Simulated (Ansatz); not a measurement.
# ClH₄N₂Si radical: one species, many methods

One table from this session's results is given with a row withheld; the runs are named, their logs left out.

Program: Ansatz 0.2.0, Gaussian basis. Level of theory: functionals in def2-TZVPP, the program's frozen cores in correlated methods. These are calculated values, not measurements.

The runs, in order: LDA (SPW92), PBE-D4, revPBE-D4, BLYP-D4, r2SCAN-D4, B97M-V, PBE0-D4, B3LYP-D4, r2SCANh-D4, r2SCAN0-D4, HSE06-D4, BHLYP-D4, CAM-B3LYP-D4, LC-ωPBE, ωB97X-V, ωB97M-V, B2PLYP, PBE-QIDH; CCSD(T)/def2-SVP; CCSD(T)/def2-TZVPP; MP2/def2-QZVPP; extrapolation to the limit; RPA on PBE.

### The geometry

An earlier PBE0-D4 in a triple-zeta def2 set relaxation fixed the geometry.

SMILES `[NH][SiH](N)Cl`, 8 atoms, charge 0, spin multiplicity 2.

Atoms are counted from 1 here; the program's logs count them from 0.

Bond lengths: N1–Si2 1.737 Å, N1–H5 1.022 Å, Si2–N3 1.696 Å, Si2–Cl4 2.070 Å, Si2–H6 1.473 Å, N3–H7 1.006 Å, N3–H8 1.006 Å. Angles: Si2–N1–H5 114.1°, N1–Si2–N3 111.9°, N1–Si2–Cl4 104.5°, N1–Si2–H6 111.1°, N3–Si2–Cl4 114.7°, N3–Si2–H6 107.3°, Cl4–Si2–H6 107.3°, Si2–N3–H7 121.0°, Si2–N3–H8 123.5°, H7–N3–H8 112.4°.

The first run:

Input file in.yaml:

```yaml
crystal:
  periodic: [false, false, false]
  atoms:
    - {symbol: N, position_ang: [-0.425431, 1.190431, -1.263463]}
    - {symbol: Si, position_ang: [-0.492547, -0.179672, -0.197627]}
    - {symbol: N, position_ang: [1.038003, -0.583504, 0.410060]}
    - {symbol: Cl, position_ang: [-1.881258, 0.350650, 1.242392]}
    - {symbol: H, position_ang: [-0.047889, 2.036255, -0.831971]}
    - {symbol: H, position_ang: [-1.015186, -1.368082, -0.894478]}
    - {symbol: H, position_ang: [1.318135, -1.544435, 0.514173]}
    - {symbol: H, position_ang: [1.598374, 0.041357, 0.965112]}
basis:
  gaussian: {orbitals: def2-TZVPP}
magnetization: {spin_polarized: true, initial_magnetization: 1}
hamiltonian: {xc: lda}
output: {orbitals: {seedname: orbitals}}
```

Command:

```
$ ansatz run in.yaml --threads 4 --pin off --events-out ev --progress --plain --max-ram 10444MiB
```

Among the steps run: LDA; PBE-D4 (GGA); revPBE-D4 (GGA); BLYP-D4 (GGA); r2SCAN-D4 (meta-GGA); B97M-V (meta-GGA); B3LYP-D4 (hybrid); r2SCANh-D4 (hybrid); r2SCAN0-D4 (hybrid); HSE06-D4 (hybrid); BHLYP-D4 (hybrid); CAM-B3LYP-D4 (range-separated); LC-ωPBE (range-separated); ωB97X-V (range-separated); ωB97M-V (range-separated); B2PLYP (double hybrid); PBE-QIDH (double hybrid).

One of the session's tables, all rows but one given; the rest of the session is left out.

It belongs to the step «Frontier levels by functional». 

| functional | HOMO (eV) | LUMO (eV) | gap (eV) |
| --- | --- | --- | --- |
| LDA (SPW92) | -6.51 | -5.41 | 1.10 |
| PBE-D4 | -6.45 | -4.86 | 1.59 |
| revPBE-D4 | -6.39 | -4.71 | 1.69 |
| BLYP-D4 | -6.32 | -4.80 | 1.53 |
| r2SCAN-D4 | -6.79 | -4.24 | 2.54 |
| B97M-V | -6.89 | -4.36 | 2.54 |
| PBE0-D4 | -7.92 | -3.41 | 4.50 |
| B3LYP-D4 | ? | ? | ? |
| r2SCANh-D4 | -7.33 | -3.73 | 3.60 |
| r2SCAN0-D4 | -8.14 | -2.96 | 5.17 |
| HSE06-D4 | -7.51 | -3.81 | 3.70 |
| BHLYP-D4 | -9.27 | -1.98 | 7.30 |
| CAM-B3LYP-D4 | -9.36 | -2.31 | 7.04 |
| LC-ωPBE | -10.78 | -0.80 | 9.98 |
| ωB97X-V | -10.38 | -1.26 | 9.12 |
| ωB97M-V | -10.26 | -1.35 | 8.90 |

Q: Estimate the row for B3LYP-D4 from the others.

Worked estimate for «HOMO (eV)». Against the share of exact exchange, BLYP-D4 (0, -6.32), BHLYP-D4 (0.5, -9.27) give a slope of -5.90 per unit share; at 0.2 the line stands at -7.50.

As computed: HOMO (eV): -7.67; LUMO (eV): -3.88; gap (eV): 3.79. In «HOMO (eV)» the line misses by +0.17.
